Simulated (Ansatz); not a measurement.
# Re2C: properties at the relaxed cell

The task here is to estimate one member of a computed series from the others.

Method: DFT r2SCAN, scalar-relativistic, plane waves, PAW, in Ansatz 0.2.0.

## The starting structure

Symmetry: P6_3/mmc, No. 194, hexagonal system. The conventional cell has a = 2.846 Å, b = 2.846 Å, c = 9.844 Å, α = 90.00°, β = 90.00°, γ = 120.00°. Around Re (site symmetry 3m) lie 3 C at 2.16 Å. C (site symmetry -6m2) is surrounded by 6 Re at 2.16 Å.

As a file:

```
Re C
1.0
     2.84649    0.00000    0.00000
    -1.42325    2.46513    0.00000
     0.00000    0.00000    9.84387
Re C
4 2
Direct
  0.33333 0.66667 0.60827
  0.66667 0.33333 0.10827
  0.66667 0.33333 0.39173
  0.33333 0.66667 0.89173
  0.33333 0.66667 0.25000
  0.66667 0.33333 0.75000
```

It goes back to an entry of the Materials Project.

It is the result of an earlier relaxation at this level (volume 11.51 Å³/atom; gap on the mesh: none (metal)).

Set-up of the first run:

input.yaml reads:

```yaml
crystal:
  lattice:
    - [2.8177362121, 0.0, 0.0]
    - [-1.408868106, 2.4402311409, 0.0]
    - [0.0, 0.0, 9.7444281664]
  atoms:
    - { symbol: Re, position: [0.3333333333, 0.6666666667, 0.6082687343] }
    - { symbol: Re, position: [0.6666666667, 0.3333333333, 0.1082687343] }
    - { symbol: Re, position: [0.6666666667, 0.3333333333, 0.3917312657] }
    - { symbol: Re, position: [0.3333333333, 0.6666666667, 0.8917312657] }
    - { symbol: C, position: [0.3333333333, 0.6666666667, 0.25] }
    - { symbol: C, position: [0.6666666667, 0.3333333333, 0.75] }
basis:
  ecutwfc: 500
kpoints:
  mp_grid: { grid: [15, 15, 4] }
hamiltonian:
  xc: r2scan
scf:
  occupations: { method: gaussian, width: 0.1 }
output:
  forces: true
  stress: true
  eigenvalues: true
relax:
  adjacent_minimum: "off"
  f_tol: 0.01
  max_steps: 30
  cell: { stress_tol: 0.1, fix: [volume] }
```

Command:

```bash
$ ansatz run input.yaml --threads 2 --pin off --max-ram 5120MiB --backend cpu --events-out ev --progress --plain --runs-dir out
```

Among the steps run: Volume × 0.97; Point at V/V0 = 1.03; Volume × 0.94; Volume × 1.06; Point at V/V0 = 0.91; Point at V/V0 = 1.10; Volume × 0.88.

One table of the session follows, with a row left open; its other results are not shown here.

It belongs to the step «Fit of the equation of state». 

```
volume (Å³/atom)  energy above the lowest point (meV/atom)  pressure (GPa)
          10.131                                     274.6           71.48
          10.476                                     145.4           49.00
          10.822                                      60.9           29.92
          11.167                                         ?               ?
          11.512                                       0.0            0.00
          11.858                                      12.9          -11.66
          12.203                                      49.0          -21.54
          12.664                                     127.1          -32.38
```

**Question.** Estimate the row for volume (Å³/atom) = 11.167.

Worked estimate for «energy above the lowest point (meV/atom)». A straight line through the neighbours (10.822, 60.9) and (11.512, 0.0) gives 60.9 + (0.0 − 60.9) × (11.167 − 10.822) / (11.512 − 10.822) = 30.4; a parabola fitted to 4 rows on both sides gives 14.3.

As computed: energy above the lowest point (meV/atom): 14.4; pressure (GPa): 13.74. In «energy above the lowest point (meV/atom)» the line misses by +16.0 and the parabola by -0.1.
